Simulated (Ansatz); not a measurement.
# LaBi (Fm-3m): equation of state with a fit, by script

Where is the equilibrium volume of LaBi (Fm-3m), and how stiff is it? Wanted for LaBi (Fm-3m): an equation of state with a fit.

The COD entry's cell or inner coordinates are ideal or old and differ from later refinements, so a difference from it is no clean test against experiment.

All numbers are computed with Ansatz 0.2.0, driven from Python. Level of theory: DFT PBEsol, plane waves, PAW.

## Step 1: Starting point

The structure is cubic, space group Fm-3m (No. 225). The conventional cell has a = 6.565 Å, b = 6.565 Å, c = 6.565 Å, α = 90.00°, β = 90.00°, γ = 90.00°. La (site symmetry m-3m) is surrounded by 6 Bi at 3.28 Å. Around Bi (site symmetry m-3m) lie 6 La at 3.28 Å.

The script holds or builds the structure itself.

## Step 2: The code

eos_labi.py reads:

```python
# -*- coding: utf-8 -*-
"""Equation of state of LaBi."""

import ansatz
from ase.eos import EquationOfState
from ase.units import GPa
import numpy as np

vectors0 = np.array([
    [0.0, 3.2825, 3.2825],
    [3.2825, 0.0, 3.2825],
    [3.2825, 3.2825, 0.0],
])
sites = [
    ("La", [0.0, 0.0, 0.0]),
    ("Bi", [0.5, 0.5, 0.5]),
]


def make_crystal(cell):
    crystal = ansatz.Crystal(lattice=ansatz.Lattice.of(cell))
    for symbol, position in sites:
        crystal = crystal.atom(symbol, position)
    return crystal

# scale the volume, keep shape and fractions
volumes, energies, pressures = [], [], []
for scale in np.linspace(0.88, 1.12, 7):
    cell = vectors0 * scale ** (1 / 3)
    job = (
        make_crystal(cell).calculation()
        .scf(tolerance=1e-08)
        .functional("pbesol")
        .occupations("Fermi-Dirac", width=0.05)
        .basis(500)
        .kpoints(7, 7, 7)
        .stress()
    )
    summary = job.run(threads=1, pin="off").report
    volumes.append(abs(np.linalg.det(cell)) / len(sites))
    energies.append(summary["free_energy_ev"] / len(sites))
    pressures.append(np.trace(summary["stress_gpa"]) / 3)
    print(f"V = {volumes[-1]:8.4f} A^3/atom  F = {energies[-1]:.5f} eV/atom  P = {pressures[-1]:8.3f} GPa")

eos = EquationOfState(volumes, energies, eos="vinet")
v0, e0, bulk = eos.fit()
print(f"V0 = {v0:.4f} A^3/atom, E0 = {e0:.5f} eV/atom, B = {bulk / GPa:.1f} GPa")
eos.plot("eos.png")
```

## Step 3: The input behind the calls

The engine receives this input (first run):

```yaml
crystal:
  lattice:
    - [0.0, 3.145567136161718, 3.145567136161718]
    - [3.145567136161718, 0.0, 3.145567136161718]
    - [3.145567136161718, 3.145567136161718, 0.0]
  atoms:
    - { symbol: La, position: [0.0, 0.0, 0.0] }
    - { symbol: Bi, position: [0.5, 0.5, 0.5] }
basis:
  ecutwfc: 500.0
kpoints:
  mp_grid:
    grid: [7, 7, 7]
hamiltonian:
  xc: pbesol
scf:
  convergence:
    dr2_threshold: 1.0e-08
  occupations:
    method: fermi_dirac
    width: 0.05
output:
  stress: true
```

## Step 4: Running it

On the command line:

```bash
> python eos_labi.py
```

**Question.** Estimate the equilibrium volume and the bulk modulus.

As calculated:

```
                      quantity           value
                 runs compared               7
               range of energy  99.12 meV/atom
lowest point, volume (Å³/atom)          35.368
      equilibrium volume (fit)   35.26 Å³/atom
            bulk modulus (fit)          53 GPa
```

**Reading.** A third-order Birch-Murnaghan fit through the 7 points (the script's own form differs a little) has its minimum at 35.26 Å³ an atom, 0.3 % below the typed cell, with a bulk modulus of 53 GPa. From that minimum the energy rises by 99.1 meV an atom on the compressed side and 72.2 meV on the expanded side. What to keep in mind:
- The mesh is modest for a metal, so energies can be off by several to tens of meV an atom and pressures by half a GPa or more; differences at equal mesh fare better.
- Of the deposited cell: the entry's cell lengths or inner coordinates differ somewhat from later room-temperature determinations.
- Pressure is positive in compression.
- Spin-orbit coupling, which matters for elements this heavy, is left out.
